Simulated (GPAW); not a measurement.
This GPAW 26.7.0 run on NbSi needs a look.

File run.py:

```python
from ase.dft.bandgap import bandgap
from ase.io import read, write
from ase.units import GPa
from gpaw import GPAW, PW

atoms = read('NbSi.xyz')

calc = GPAW(mode=PW(600),
            xc='LDA',
            kpts={'size': (8, 8, 8), 'gamma': True},
            occupations={'name': 'fermi-dirac', 'width': 0.05},
            setups={'Nb': 'sv'},
            nbands=19,
            convergence={'density': 1e-05, 'energy': 1e-05},
            maxiter=80,
            txt='gpaw.txt')
atoms.calc = calc
energy = atoms.get_potential_energy()
forces = atoms.get_forces()
stress = atoms.get_stress()
calc.write('gs.gpw')
write('result.traj', atoms)
print(f'Energy: {energy:.6f} eV')
print('Forces (eV/A):')
print(forces.round(4))
print('Stress (GPa):', (stress / GPa).round(3))
print('Fermi level:', round(calc.get_fermi_level(), 4), 'eV')
print(f'Gap: {bandgap(calc)[0]:.4f} eV, direct: {bandgap(calc, direct=True)[0]:.4f} eV')
```

File NbSi.xyz:

```xyz
2
Lattice="0.0000000000 2.5738300000 2.5738300000 2.5738300000 0.0000000000 2.5738300000 2.5738300000 2.5738300000 0.0000000000" Properties=species:S:1:pos:R:3 pbc="T T T"
Nb     0.0000000000      0.0000000000      0.0000000000
Si     2.5738300000      2.5738300000      2.5738300000
```

Potentials or basis: the program's PAW data sets (release 1.2.1) made for this functional, pw.

Command:

```sh
$ OMP_NUM_THREADS=1 python run.py
```

gpaw.txt:

```text
__  _  _
 | _ |_)|_||  |
 |__||  | ||/\| - 26.7.0

Input parameters:
  mode=PW(ecut=600.0),
  convergence={'density': 1e-05, 'energy': 1e-05},
  kpts=MonkhorstPack(size=(8, 8, 8), gamma=True),
  maxiter=80,
  nbands=19,
  occupations=Occupations(name='fermi-dirac', width=0.05),
  setups={'Nb': 'sv'},
  xc=XC(name='LDA')
```

On the terminal:

```text
FileNotFoundError: Could not find required PAW dataset file "Nb.sv.LDA".

You need to set the GPAW_SETUP_PATH environment variable to point to
the directories where PAW dataset and basis files are stored.  See

for details.
```

Problem. Diagnose the run.

Solution. The program refused the input. The input holds a flaw that was put in on purpose: data set that doesn't exist (setups = Nb sv).
